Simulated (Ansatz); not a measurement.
**RuH2O (singlet): relaxing a cheap start**

Aim: relax a generated start of RuH2O (singlet) and see which bonds hold.

Program: Ansatz 0.2.0, Gaussian basis. Level of theory: RKS PBE0/def2-TZVP. These are calculated values, not measurements.

## 1. The starting structure

4 atoms, charge 0, spin multiplicity 1.

Atoms are counted from 1 here; the program's logs count them from 0.

Bond lengths: Ru1–O2 2.398 Å, O2–H3 0.959 Å, O2–H4 0.959 Å. Angles: Ru1–O2–H3 125.5°, Ru1–O2–H4 125.5°, H3–O2–H4 109.0°.

The start was built by rule and, where that kept it together, relaxed with GFN2-xTB. Sticks and bond lists go by distance. No spin-orbit coupling is included. Elements past krypton take def2 core potentials.

## 2. Relaxation

in.yaml

```yaml
crystal:
  periodic: [false, false, false]
  atoms:
    - {symbol: Ru, position_ang: [-0.372250, 0.001122, -0.000701]}
    - {symbol: O, position_ang: [2.026103, -0.006105, 0.003814]}
    - {symbol: H, position_ang: [2.585273, 0.773309, 0.002656]}
    - {symbol: H, position_ang: [2.580557, -0.788875, 0.007069]}
basis:
  gaussian: {orbitals: def2-TZVP}
hamiltonian: {xc: pbe0}
relax: {f_tol: 0.004, max_steps: 80}
```

Started as:

```
ansatz run in.yaml --threads 1 --pin off --events-out ev --progress --plain --max-ram 2176MiB
```

Q: Predict the outcome of this session. Wanted: energy gained; shift from the start; total energy; dipole moment.

As calculated:

```
                  quantity          value
                     steps              7
             energy gained       0.224 eV
shift from the start (rms)        0.139 Å
              total energy  -4655.9282 eV
             dipole moment         3.23 D
```

The bonds of the start are those of the end. Ru1–O2 went from 2.398 to 2.087 Å. No vibrations were run, so this is a stationary point, not a proven minimum, and this spin need not be the ground state's.
